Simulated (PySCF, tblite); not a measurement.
**C₆H₉BO: geometry, infrared bands and NMR shifts**

Aim: predict the infrared bands and NMR shifts of C₆H₉BO (`C#CBO/C(C)=C/C`).

The runs use tblite 0.8.0 and PySCF 2.14.0, with density-fitted response routines of our own; the level of theory stands in each step. All values are computed, except where a source is named. Atoms are numbered from 0 throughout.

## (1) The starting structure

17 atoms, charge 0, multiplicity 1; geometry from: force field or distance geometry start.

Bonds of the start (Å): C0–C1 1.21, C1–B2 1.56, B2–O3 1.47, O3–C4 1.37, C4–C5 1.50, C4–C6 1.33, C6–C7 1.50, C0–H8 1.06, B2–H9 1.19, C5–H10 1.11, C5–H11 1.11, C5–H12 1.10, C6–H13 1.08, C7–H14 1.11, C7–H15 1.13, C7–H16 1.13.

## (2) Geometry optimisation with GFN2-xTB

The job: settings as JSON, then the geometry in Å.

```
{"job": {"kind": "relax", "xc": "GFN2-xTB", "basis": "xTB"}, "charge": 0, "multiplicity": 1}
C      3.662200     0.928500     0.245500
C      2.920300    -0.004700     0.437200
B      1.984500    -1.217000     0.712300
O      0.659900    -0.964500     1.289600
C     -0.450000    -0.476900     0.646800
C     -1.206500    -1.318500    -0.335900
C     -0.819800     0.771400     0.895000
C     -2.006100     1.406300     0.240000
H      4.291400     1.759400     0.064400
H      2.250700    -2.299000     0.304000
H     -1.197000    -0.825400    -1.327900
H     -2.252700    -1.434000     0.014800
H     -0.744500    -2.315400    -0.396600
H     -0.243200     1.344200     1.607700
H     -1.617100     2.132800    -0.505100
H     -2.631200     1.921300     1.034300
H     -2.608100     0.603500    -0.286600
```

The run is started by

```console
OMP_NUM_THREADS=1 python probes_run.py task.json out
```

This one command runs all jobs of the session in turn.

**Question.** This job is followed by: GFN2-xTB harmonic vibrations, gas phase; GIAO PBE0/pcSseg-1 NMR shielding, non-relativistic, gas phase. What will the session give for the following? strongest single infrared mode (GFN2-xTB); zero-point energy (GFN2-xTB); 13C shifts against TMS (PBE0/pcSseg-1); 1H shifts against TMS (PBE0/pcSseg-1, means over atoms taken as alike); 11B shifts against BF3·OEt2 (PBE0/pcSseg-1); 17O shifts against H2O (PBE0/pcSseg-1).

As calculated:

```
                                                              quantity                                      value
                             strongest single infrared mode (GFN2-xTB)                      1325 cm⁻¹, 431 km/mol
                                          zero-point energy (GFN2-xTB)                              82.9 kcal/mol
                                13C shifts against TMS (PBE0/pcSseg-1)  155.9, 114.9, 108.2, 92.5, 19.5, 14.9 ppm
1H shifts against TMS (PBE0/pcSseg-1, means over atoms taken as alike)           5.59, 4.67, 2.69, 2.12, 1.77 ppm
                           11B shifts against BF3·OEt2 (PBE0/pcSseg-1)                                   31.0 ppm
                                17O shifts against H2O (PBE0/pcSseg-1)                                  278.6 ppm
```

The optimisation took 84 steps and gained 1.115 eV; among the close pairs (by a distance rule), B2–O3 changed most, from 1.467 to 1.331 Å. All 45 modes are real, so the xTB geometry is a minimum. The strongest single mode, at 1325 cm⁻¹, moves mainly B2 and O3. GFN2-xTB is a fitted tight-binding method: band positions and strengths are rough. Its intensities can rank the bands wrongly. C4 (alkene carbon bearing oxygen) lies farthest downfield among carbon, at 155.9 ppm; an sp2 carbon further deshielded by the attached heteroatom. The most deshielded hydrogen is H13 (hydrogen on a β carbon of an enol-ether or enamine type C=C), at 5.59 ppm: a vinylic proton, deshielded by the sp2 carbon and the C=C anisotropy. At PBE0/pcSseg-1: Shielding is most anisotropic at O3 (span 366 ppm, paramagnetic term -340 ppm).
